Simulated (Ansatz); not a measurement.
# C2H7ClSi2: the cost of one run

The runs use Ansatz 0.2.0, Gaussian basis; the settings change from run to run.

### 1 The molecule

The geometry comes from an earlier relaxation with PBE0-D4 in a triple-zeta def2 set; it is a stationary point, not always the lowest conformer.

SMILES `C=C[SiH2][SiH2]Cl`, 12 atoms, charge 0, spin multiplicity 1.

Atoms are counted from 1 here; the program's logs count them from 0.

Bond lengths: C1–C2 1.330 Å, C1–H6 1.086 Å, C1–H7 1.086 Å, C2–Si3 1.859 Å, C2–H8 1.089 Å, Si3–Si4 2.342 Å, Si3–H9 1.489 Å, Si3–H10 1.490 Å, Si4–Cl5 2.070 Å, Si4–H11 1.485 Å, Si4–H12 1.486 Å. Angles: C2–C1–H6 122.0°, C2–C1–H7 121.9°, H6–C1–H7 116.1°, C1–C2–Si3 123.3°, C1–C2–H8 118.5°, Si3–C2–H8 118.2°, C2–Si3–Si4 109.4°, C2–Si3–H9 111.4°, C2–Si3–H10 109.5°, Si4–Si3–H9 107.6°, Si4–Si3–H10 109.6°, H9–Si3–H10 109.3°, Si3–Si4–Cl5 107.7°, Si3–Si4–H11 112.2°, Si3–Si4–H12 113.1°, Cl5–Si4–H11 107.3°, Cl5–Si4–H12 107.5°, H11–Si4–H12 108.7°.

As a file:

```xyz
12
charge 0, multiplicity 1
C    -0.9504    1.7551    1.2357
C    -0.7045    1.1482    0.0778
Si    0.8901    0.2691   -0.2953
Si    0.4684   -2.0152   -0.5935
Cl   -0.9775   -2.2003   -2.0629
H    -1.8989    2.2440    1.4396
H    -0.2121    1.7922    2.0318
H    -1.4850    1.1418   -0.6811
H     1.5117    0.7792   -1.5486
H     1.8394    0.4580    0.8372
H    -0.0669   -2.6517    0.6372
H     1.6627   -2.7758   -1.0438
```

### 2 wB97/aug-cc-pVDZ

Options: charge +1, multiplicity 2, atoms shaken by 0.15 Å.

The input, in.yaml:

```yaml
crystal:
  periodic: [false, false, false]
  atoms:
    - {symbol: C, position_ang: [-1.091872, 1.942519, 1.058498]}
    - {symbol: C, position_ang: [-0.866023, 0.986479, 0.205253]}
    - {symbol: Si, position_ang: [0.853642, 0.130398, -0.172835]}
    - {symbol: Si, position_ang: [0.465381, -2.158244, -0.678714]}
    - {symbol: Cl, position_ang: [-1.027993, -1.928005, -1.818679]}
    - {symbol: H, position_ang: [-2.008882, 2.085142, 1.222653]}
    - {symbol: H, position_ang: [-0.362255, 2.031600, 2.075924]}
    - {symbol: H, position_ang: [-1.408583, 1.197021, -0.720886]}
    - {symbol: H, position_ang: [1.349756, 0.820507, -1.617717]}
    - {symbol: H, position_ang: [1.676430, 0.519678, 0.827860]}
    - {symbol: H, position_ang: [-0.138602, -2.583158, 0.662539]}
    - {symbol: H, position_ang: [1.531173, -2.799590, -1.131154]}
basis:
  gaussian: {orbitals: aug-cc-pVDZ}
total_charge: 1
magnetization: {spin_polarized: true, initial_magnetization: 1}
hamiltonian: {xc: {name: wB97}}
output: {forces: true}
```

On the command line:

```console
> ansatz run in.yaml --threads 4 --pin off --events-out ev --progress --plain --max-ram 10444MiB
```

Q: Estimate wall time and peak memory on 4 threads of Arm Neoverse V1, shared host.

About 57 s, with a peak of 1.4 GiB.
